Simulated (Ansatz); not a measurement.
# One shape, several levels: IF (iodine monofluoride)

Aim: a comparison of 6 runs (HF/STO-3G, HF/def2-SVP, PBE/def2-SVP, PBE0/def2-SVP, B3LYP/def2-TZVP, CCSD(T)/6-311G**) of IF (iodine monofluoride). 

The results are computed with Ansatz 0.2.0.

11 further runs of the same task are left out: 9 for a known fault of the program, 2 set aside as unsound or not needed.

### Step 1. Starting point

IF: 2 atoms, total charge 0, spin state singlet. SMILES: `FI`. The bond length is the measured one.

Bond lengths: F1–I2 1.910 Å.

### Step 2. Energy and forces at HF/STO-3G (run 1)

Input file in.yaml:

```yaml
crystal:
  periodic: [false, false, false]
  atoms:
    - symbol: F
      position_ang: [0.000000, 0.000000, 0.000000]
    - symbol: I
      position_ang: [0.000000, 0.000000, 1.909759]
basis:
  gaussian:
    orbitals: STO-3G
output: {forces: true, orbitals: {seedname: orbitals}}
accuracy: high
hamiltonian:
  xc: hf
```

Run with:

```
$ ansatz run in.yaml --threads 1 --pin off --max-ram 2610MiB --events-out events.jsonl --progress --plain --runs-dir runs
```

What it wrote:

```text
Warning: RAYON_NUM_THREADS=1 ignored (pool sized by the plan → 1); use --threads N
Functional definition: HF
  name "HF"
  exchange = exact_x
  correlation = 0
414 factors; integrals over basis functions are off by at most 5.2e-9 eV
mean field evaluation 1: about -189082.1876 eV, gradient 9.2e0 eV
mean field evaluation 2: about -189082.2636 eV, gradient 9.3e0 eV
mean field evaluation 4: about -189082.8044 eV, gradient 2.8e-1 eV
mean field evaluation 8: about -189082.8053 eV, gradient 2.8e-4 eV
mean field -189082.80534704 eV, -6948.6649315749 hartree, gradient 1.8e-8 eV, S^2 0.000000; 0 other end points of the search recorded, 0 dependent functions left out
the calculation of the forces begins
reference -189082.80534704 eV, -6948.6649315749 hartree; 31, 31 occupied and 1, 1 virtual orbitals, 414 factors
Total energy: -189082.80534704 eV, -6948.6649315749 hartree
Atom 0 at     0.000000     0.000000     0.000000 Å, force     0.000000    -0.000000    -1.723679 eV/Å
Atom 1 at     0.000000     0.000000     1.909759 Å, force    -0.000000     0.000000     1.723679 eV/Å
Dipole moment:    -0.000000     0.000000     0.011113 e Å
```

Wall time 0.4 s (1 thread of Arm Neoverse V2, shared host).

### Step 3. Energy and forces at HF/def2-SVP (core potential) (run 2)

Input file job.yaml:

```yaml
crystal:
  periodic: [false, false, false]
  atoms:
    - {symbol: F, position_ang: [0.000000, 0.000000, 0.000000]}
    - {symbol: I, position_ang: [0.000000, 0.000000, 1.909759]}
basis:
  gaussian:
    orbitals: def2-SVP
hamiltonian:
  xc: hf
accuracy: high
output: {forces: true, orbitals: {seedname: orbitals}}
```

Run with:

```
$ ansatz run job.yaml --threads 1 --pin off --max-ram 2610MiB --events-out events.jsonl --progress --plain --runs-dir runs
```

What it wrote:

```text
Warning: RAYON_NUM_THREADS=1 ignored (pool sized by the plan → 1); use --threads N
[... 4 set-up lines as earlier in the session ...]
843 factors; integrals over basis functions are off by at most 2.6e-9 eV
mean field evaluation 1: about -10773.4928 eV, gradient 2.1e1 eV
mean field evaluation 2: about -10773.5850 eV, gradient 2.1e1 eV
mean field evaluation 4: about -10774.3964 eV, gradient 1.7e0 eV
mean field evaluation 8: about -10774.4041 eV, gradient 5.3e-2 eV
mean field evaluation 16: about -10774.4041 eV, gradient 2.3e-8 eV
mean field -10774.40408002 eV, -395.9520467872 hartree, gradient 2.3e-8 eV, S^2 0.000000; 0 other end points of the search recorded, 0 dependent functions left out
the calculation of the forces begins
reference -10774.40408002 eV, -395.9520467872 hartree; 17, 17 occupied and 23, 23 virtual orbitals, 843 factors
Total energy: -10774.40408002 eV, -395.9520467872 hartree
Atom 0 at     0.000000     0.000000     0.000000 Å, force    -0.000000     0.000000    -0.074621 eV/Å
Atom 1 at     0.000000     0.000000     1.909759 Å, force     0.000000    -0.000000     0.074621 eV/Å
Dipole moment:    -0.000000     0.000000     0.568458 e Å
```

Run time: 0.78 s. Hardware: 1 thread of Arm Neoverse V2, shared host.

Runs 3 to 5 aren't shown in full; the table further down has their settings and results.

### Step 4. Energy and forces at CCSD(T)/6-311G(d,p) (run 6)

Input file job.yaml:

```yaml
crystal:
  periodic: [false, false, false]
  atoms:
    - symbol: F
      position_ang: [0.000000, 0.000000, 0.000000]
    - symbol: I
      position_ang: [0.000000, 0.000000, 1.909759]
basis:
  gaussian: {orbitals: 6-311G_st__st_.json}
accuracy: high
scf: {omitted_lower_state_checks: [cluster_reference, increment]}
output: {forces: true, orbitals: {seedname: orbitals}}
correlation: {method: ccsd_t, frozen_orbitals: {F: 1, I: 18}}
```

The basis set 6-311G** is read from a file made from the Basis Set Exchange's data (not shown).

Run with:

```
$ ansatz run job.yaml --threads 1 --pin off --max-ram 2610MiB --events-out events.jsonl --progress --plain --runs-dir runs
```

What it wrote:

```text
Warning: RAYON_NUM_THREADS=1 ignored (pool sized by the plan → 1); use --threads N
[... 12 lines left out ...]
19 core orbitals not correlated: weight in the atoms' cores, before any rotation towards them, 1.000 or more for the frozen orbitals, at most 0.000 for the correlated occupied ones
[... 24 lines left out ...]
Total energy: -190932.79054250 eV, -7016.6506335431 hartree
[... 2 lines left out ...]
Dipole moment:     0.000000    -0.000000     0.435414 e Å
Checks for a lower state left out: cluster_reference, increment
```

It took 24 s on 1 thread of Arm Neoverse V2, shared host; peak memory 0.34 GiB.

### Step 5. The series

```tsv
run	level	core potential	frozen core orbitals	energy (Eh)	dipole moment (D)	HOMO energy (eV)	LUMO energy (eV)	wall time
1	HF/STO-3G	none	–	-6948.664932	0.05	-7.93	6.63	0.4 s
2	HF/def2-SVP (core potential)	def2-SVP	–	-395.952047	2.73	-10.93	0.47	0.78 s
3	PBE/def2-SVP (core potential)	def2-SVP	–	-397.307998	1.93	-6.53	-4.19	1.8 s
4	PBE0/def2-SVP (core potential)	def2-SVP	–	-397.328056	2.15	-7.93	-3.28	2.1 s
5	B3LYP/def2-TZVP (core potential)	def2-TZVP	–	-397.655486	1.97	-7.83	-3.77	4.8 s
6	CCSD(T)/6-311G**	none	19	-7016.650634	2.09	-10.97	0.20	24 s
```

### Step 6. Summary of results

| quantity | value |
| --- | --- |
| run 6: total energy | -7016.65063 Eh |
| run 6: dipole moment (correlated density) | 2.09 D |
| run 6: HOMO energy (Hartree–Fock orbitals) | -10.97 eV |
| run 6: LUMO energy (Hartree–Fock orbitals) | 0.20 eV |
| run 6: HOMO–LUMO gap (Hartree–Fock orbitals) | 11.17 eV |
| run 6: correlation energy (19 core orbitals frozen) | -424.9 mEh |
| run 6: (T) correction | -9.23 mEh |
| run 6: T1 diagnostic | 0.010 |
| run 6: largest force on an atom | 1.625 eV/Å |

**Reading.** The dipole moment (its size) runs from 0.05 D (HF/STO-3G) to 2.73 D (HF/def2-SVP). The two ends differ in basis and core potential. Over runs 1, 2, 3, 4, 5 the HOMO–LUMO gap runs from 2.33 eV (PBE/def2-SVP) to 14.56 eV (HF/STO-3G). The two ends differ in method and basis and core potential. Totals of different functionals can't be ranked against each other. Some runs of one species differ in core potentials or relativity; totals across that change don't compare. In run 1 the basis is minimal, so the values are rough. In runs 1, 6 relativity is left out where basis or elements ask for it. All runs together took 34 s, the longest 24 s.
